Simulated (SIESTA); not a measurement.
The system is Co, a sheet with vacuum.

```xyz
1
Lattice="2.3472 0.0000 0.0000 -1.1736 2.0327 0.0000 0.0000 0.0000 23.8000" Properties=species:S:1:pos:R:3 pbc="T T T"
Co    0.0000    0.0000    7.0001
```

The cell was built by a generator and needn't be a form met in nature.

Alike in all runs: program SIESTA 5.4.2; functional PBE; potentials or basis PseudoDojo 0.4 standard (PBE files); basis DZP (energy shift 0.003 Ry; two zetas on semicore shells); grid cutoff 800 Ry; energy shift 0.003 Ry; k mesh 13 × 13 × 1; occupations fermi-dirac, width 0.05 eV.

The same cell was started in several ways:

```csv
start,free energy over the lowest (meV/atom),net moment (μB),site or absolute moments (μB),gap
"collinear spin, fm_larger start of up to 3.5 μB",0.0,1.73,Co +1.73,none (metal or under the smearing width)
"collinear spin, ferromagnetic start of up to 2 μB",0.0,1.73,Co +1.73,none (metal or under the smearing width)
"non-collinear spin, random start of up to 0.68 μB",0.0,1.73,-,none (metal or under the smearing width)
"collinear spin, zero start",457.9,0.00,-,none (metal or under the smearing width)
```

The spin-polarised runs without a constraint all converged, yet they end up to 458 meV/atom apart: a converged run can sit in a state that isn't the lowest. A still lower state may exist.

Caveats: the basis of atomic orbitals isn't converged, which shifts pressures, moduli and gaps.
